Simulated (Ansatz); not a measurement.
**C5H14InN: small, medium and large basis sets**

Aim: see how fast density functionals converge with the basis set for C5H14InN.

Program: Ansatz 0.2.0, Gaussian basis. Level of theory: one geometry, several basis sets. These are calculated values, not measurements.

The runs, in order: PBE0-D4/def2-SVP; ωB97M-V/def2-SVP; PBE0-D4/def2-QZVPP; ωB97M-V/def2-QZVPP; the functionals' def2-TZVPP values are taken from earlier runs.

**1. The geometry**

The geometry comes from an earlier relaxation with PBE0-D4 in a triple-zeta def2 set; it is a stationary point, not always the lowest conformer. In takes the def2 core potential; no spin-orbit term is included.

SMILES `C[CH2][In]([NH2])[CH](C)C`, 21 atoms, charge 0, spin multiplicity 1.

Atoms are counted from 1 here; the program's logs count them from 0.

Bond lengths: C1–C2 1.523 Å, C1–H8 1.093 Å, C1–H9 1.093 Å, C1–H10 1.096 Å, C2–In3 2.165 Å, C2–H11 1.094 Å, C2–H12 1.094 Å, In3–N4 2.025 Å, In3–C5 2.179 Å, N4–H13 1.007 Å, N4–H14 1.007 Å, C5–C6 1.521 Å, C5–C7 1.524 Å, C5–H15 1.096 Å, C6–H16 1.094 Å, C6–H17 1.098 Å, C6–H18 1.093 Å, C7–H19 1.093 Å and more. Angles: C2–C1–H8 111.9°, C2–C1–H9 111.9°, C2–C1–H10 111.8°, H8–C1–H9 106.9°, H8–C1–H10 107.0°, H9–C1–H10 107.0°, C1–C2–In3 115.3°, C1–C2–H11 110.7°, C1–C2–H12 110.9°, In3–C2–H11 106.6°, In3–C2–H12 106.8°, H11–C2–H12 105.9°, C2–In3–N4 114.8°, C2–In3–C5 132.1°, N4–In3–C5 113.1°, In3–N4–H13 124.3°, In3–N4–H14 125.0°, H13–N4–H14 110.7° and more.

**2. PBE0-D4 in def2-SVP**

in.yaml reads:

```yaml
crystal:
  periodic: [false, false, false]
  atoms:
    - {symbol: C, position_ang: [2.716775, -1.318832, 0.481498]}
    - {symbol: C, position_ang: [1.563293, -1.960543, -0.278600]}
    - {symbol: In, position_ang: [-0.264136, -0.801476, -0.339986]}
    - {symbol: N, position_ang: [-1.693307, -1.532195, -1.574549]}
    - {symbol: C, position_ang: [-0.861381, 1.038136, 0.663158]}
    - {symbol: C, position_ang: [-2.245342, 1.485341, 0.216808]}
    - {symbol: C, position_ang: [0.171917, 2.142865, 0.476977]}
    - {symbol: H, position_ang: [3.014318, -0.363663, 0.040373]}
    - {symbol: H, position_ang: [2.457247, -1.119599, 1.524831]}
    - {symbol: H, position_ang: [3.605881, -1.958882, 0.488794]}
    - {symbol: H, position_ang: [1.303904, -2.930235, 0.157271]}
    - {symbol: H, position_ang: [1.844132, -2.163388, -1.316198]}
    - {symbol: H, position_ang: [-2.595364, -1.107281, -1.712808]}
    - {symbol: H, position_ang: [-1.600466, -2.361894, -2.136795]}
    - {symbol: H, position_ang: [-0.902799, 0.784927, 1.728864]}
    - {symbol: H, position_ang: [-2.269506, 1.716186, -0.852795]}
    - {symbol: H, position_ang: [-2.555766, 2.395742, 0.746833]}
    - {symbol: H, position_ang: [-3.006755, 0.723344, 0.402552]}
    - {symbol: H, position_ang: [1.159653, 1.856440, 0.847819]}
    - {symbol: H, position_ang: [-0.127322, 3.054040, 1.011883]}
    - {symbol: H, position_ang: [0.285033, 2.420977, -0.575911]}
basis:
  gaussian: {orbitals: def2-SVP}
hamiltonian: {xc: pbe0, dispersion: d4}
output: {orbitals: {seedname: orbitals}}
```

Launch:

```console
ansatz run in.yaml --threads 2 --pin off --events-out ev --progress --plain --max-ram 32768MiB --backend cpu
```

The runs that follow: ωB97M-V in def2-SVP; PBE0-D4 in def2-QZVPP; ωB97M-V in def2-QZVPP.

Q: Predict the results of all the runs planned. Wanted: PBE0-D4: double and triple zeta above quadruple; ωB97M-V: double and triple zeta above quadruple.

The runs gave:

```
                                       quantity          value
PBE0-D4: double and triple zeta above quadruple  8.48, 0.46 eV
ωB97M-V: double and triple zeta above quadruple  8.94, 0.46 eV
```

In words: For PBE0-D4 the step from double to triple zeta gains 8.02 eV and the next only 0.46 eV. These are total energies; as a rule much of such shifts cancels in differences, which this series doesn't test. The LUMO of ωB97M-V is positive and keeps falling with the basis (1.28 to 0.67 eV): an unbound level that the basis holds in place.
